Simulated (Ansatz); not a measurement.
**Ga5P4 zinc blende off sphere (Ga5P4H16−): the relaxed shape and its frontier levels**

Aim: characterise Ga5P4 zinc blende off sphere (Ga5P4H16−) as a singlet: its structure, frontier levels and distribution of charge.

Computed with Ansatz 0.2.0, Gaussian basis. Level: RKS PBE0-D4/def2-TZVP.

Levels to be run: relaxation at PBE-D4/def2-SVP; a single point at PBE0-D4/def2-TZVP.

## 1. The system as given

25 atoms, charge -1, spin multiplicity 1.

Atoms are counted from 1 here; the program's logs count them from 0.

Bond lengths: Ga1–P6 2.374 Å, Ga1–P7 2.429 Å, Ga1–H10 1.560 Å, Ga1–H11 1.557 Å, Ga2–P6 2.371 Å, Ga2–P8 2.428 Å, Ga2–H12 1.560 Å, Ga2–H13 1.556 Å, Ga3–P6 2.403 Å, Ga3–P9 2.403 Å, Ga3–H14 1.556 Å, Ga3–H15 1.557 Å, Ga4–P7 2.429 Å, Ga4–P9 2.372 Å, Ga4–H16 1.556 Å, Ga4–H17 1.560 Å, Ga5–P8 2.426 Å, Ga5–P9 2.372 Å and more. Angles: P6–Ga1–P7 102.6°, P6–Ga1–H10 112.2°, P6–Ga1–H11 110.5°, P7–Ga1–H10 104.4°, P7–Ga1–H11 108.2°, H10–Ga1–H11 117.5°, P6–Ga2–P8 102.8°, P6–Ga2–H12 112.4°, P6–Ga2–H13 110.5°, P8–Ga2–H12 104.2°, P8–Ga2–H13 108.1°, H12–Ga2–H13 117.4°, P6–Ga3–P9 105.6°, P6–Ga3–H14 108.1°, P6–Ga3–H15 108.2°, P9–Ga3–H14 108.3°, P9–Ga3–H15 108.2°, H14–Ga3–H15 117.8° and more.

Coordinates:

```xyz
25
charge -1, multiplicity 1
Ga    0.2715   -3.0129   -0.1542
Ga    0.2681   -0.1552   -3.0048
Ga   -2.3926   -0.0073   -0.0009
Ga    0.2640    0.1565    3.0091
Ga    0.2609    3.0052    0.1569
P    -0.9357   -1.3573   -1.3534
P     1.0592   -1.7878    1.7892
P     1.0575    1.7916   -1.7871
P    -0.9448    1.3498    1.3539
H     1.5754   -3.4453   -0.8941
H    -0.6860   -4.1393    0.3356
H     1.5736   -0.8883   -3.4414
H    -0.6896    0.3336   -4.1297
H    -3.1954   -0.9543    0.9375
H    -3.1986    0.9341   -0.9434
H    -0.6878   -0.3344    4.1384
H     1.5655    0.8988    3.4431
H    -0.6986    4.1290   -0.3312
H     1.5565    3.4467    0.9026
H    -1.8424   -2.0959   -2.0993
H     1.5257   -2.7096    2.7113
H     2.3239   -1.3817    1.3862
H     1.4915    2.7229   -2.7150
H     2.3357    1.4128   -1.4021
H    -1.8575    2.0881    2.0925
```

The ion is computed in the gas phase, without counter-ions or solvent.

The start is a GFN2-xTB geometry.

## 2. Optimising with PBE-D4/def2-SVP

File in.yaml:

```yaml
crystal:
  periodic: [false, false, false]
  atoms:
    - {symbol: Ga, position_ang: [0.271450, -3.012900, -0.154190]}
    - {symbol: Ga, position_ang: [0.268060, -0.155230, -3.004810]}
    - {symbol: Ga, position_ang: [-2.392620, -0.007320, -0.000860]}
    - {symbol: Ga, position_ang: [0.263970, 0.156530, 3.009130]}
    - {symbol: Ga, position_ang: [0.260940, 3.005180, 0.156870]}
    - {symbol: P, position_ang: [-0.935660, -1.357310, -1.353370]}
    - {symbol: P, position_ang: [1.059200, -1.787830, 1.789230]}
    - {symbol: P, position_ang: [1.057460, 1.791570, -1.787080]}
    - {symbol: P, position_ang: [-0.944850, 1.349830, 1.353930]}
    - {symbol: H, position_ang: [1.575370, -3.445250, -0.894110]}
    - {symbol: H, position_ang: [-0.685990, -4.139320, 0.335600]}
    - {symbol: H, position_ang: [1.573640, -0.888310, -3.441370]}
    - {symbol: H, position_ang: [-0.689580, 0.333580, -4.129680]}
    - {symbol: H, position_ang: [-3.195400, -0.954250, 0.937540]}
    - {symbol: H, position_ang: [-3.198610, 0.934140, -0.943360]}
    - {symbol: H, position_ang: [-0.687820, -0.334360, 4.138400]}
    - {symbol: H, position_ang: [1.565520, 0.898830, 3.443080]}
    - {symbol: H, position_ang: [-0.698550, 4.129030, -0.331250]}
    - {symbol: H, position_ang: [1.556520, 3.446730, 0.902630]}
    - {symbol: H, position_ang: [-1.842390, -2.095870, -2.099300]}
    - {symbol: H, position_ang: [1.525680, -2.709550, 2.711340]}
    - {symbol: H, position_ang: [2.323880, -1.381730, 1.386170]}
    - {symbol: H, position_ang: [1.491530, 2.722940, -2.714990]}
    - {symbol: H, position_ang: [2.335740, 1.412810, -1.402060]}
    - {symbol: H, position_ang: [-1.857490, 2.088060, 2.092510]}
basis:
  gaussian: {orbitals: def2-SVP}
total_charge: -1
hamiltonian: {xc: pbe, dispersion: d4}
scf: {lower_state_search: "off"}
output: {orbitals: {seedname: orbitals}}
relax: {f_tol: 0.03, max_steps: 70}
```

Launch:

```bash
ansatz run in.yaml --threads 2 --pin off --events-out ev --progress --plain --max-ram 32768MiB --backend cuda --devices 0, --max-vram 18GiB
```

The runs that follow: Single point, PBE0-D4/def2-TZVP.

Before running them: what should the planned runs give, taken together? Wanted: point group; commonest bond, hydrogen aside; HOMO, LUMO at PBE0-D4/def2-TZVP.

As calculated:

| quantity | value |
| --- | --- |
| point group | C2v |
| commonest bond, hydrogen aside | Ga–P, 10 of mean length 2.415 Å |
| HOMO, LUMO at PBE0-D4/def2-TZVP | -4.07, 2.06 eV |

In words: The molecule keeps its bonding pattern by the stored test; the atoms moved 0.44 Å (rms). No usable vibrations, so a minimum isn't proven. Whether this spin is the lowest isn't tested here.
